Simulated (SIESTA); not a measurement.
Runs of SIESTA 5.4.2 on Ta3AsAu2O13. Symmetry: R3m, No. 160, trigonal system. The conventional cell has a = 10.485 Å, b = 10.485 Å, c = 12.428 Å, α = 90.00°, β = 90.00°, γ = 120.00°. Ta (site symmetry m) has 4 O at 1.82 to 1.95 Å as nearest neighbours. Around As (site symmetry 3m) lie 3 O at 1.76 Å. Au (site symmetry 3m) has 3 O at 2.21 Å as nearest neighbours. Au (site symmetry 3m) has 1 As at 2.39 Å and 1 Au at 2.67 Å as nearest neighbours. Around O (site symmetry m) lie 1 As at 1.76 Å and 1 Ta at 1.93 Å. O (site symmetry 1) has 1 O at 1.44 Å as nearest neighbours. Around O (site symmetry m) lie 1 Ta at 1.82 Å. O (site symmetry 3m) is surrounded by 3 Ta at 2.11 Å. The cell was built by a generator and needn't be a form met in nature.

```tsv
level	potentials or basis	gap on the mesh (eV)	pressure (GPa)	relaxed volume (Å³/atom)	largest force (eV/Å)
RPBE	PseudoDojo 0.4 standard (PBE files), DZP (energy shift 0.003 Ry; two zetas on semicore shells)	(b)	0.0	21.75	0.02
PBEsol	PseudoDojo 0.4 standard (PBEsol files), DZP (energy shift 0.003 Ry; two zetas on semicore shells)	1.08	0.0	(c)	0.02
optB88-vdW	PseudoDojo 0.4 standard (PBE files), DZP (energy shift 0.003 Ry; two zetas on semicore shells)	1.08	0.0	20.41	0.02
LDA	PseudoDojo 0.4 standard (LDA files), DZP (energy shift 0.003 Ry; two zetas on semicore shells)	1.25	0.0	19.21	0.02
vdW-DF2	PseudoDojo 0.4 standard (PBE files), DZP (energy shift 0.003 Ry; two zetas on semicore shells)	0.88	0.0	(a)	0.01
```

Alike in all rows: task relaxation of cell and atoms; no spin polarisation; cell relaxed; k mesh 3 × 3 × 3; smearing fermi-dirac 0.05 eV; grid cutoff 800 Ry; energy shift 0.003 Ry.

Question: Estimate the missing entries.

Answer: (a) 21.73; (b) 0.84; (c) 20.11.

Caveats: short orbitals over semicore shells can move pressures by several GPa; spin-orbit coupling is left out, which moves the levels of the heavy elements; an odd mesh through Γ misses points on the zone boundary, where band edges often lie; the basis of atomic orbitals isn't converged, which shifts pressures, moduli and gaps; the potentials were made for another functional, which shifts forces and pressure (some runs).

A k mesh can miss the band edges, and the runs leave out spin-orbit coupling on As, Au, Ta.
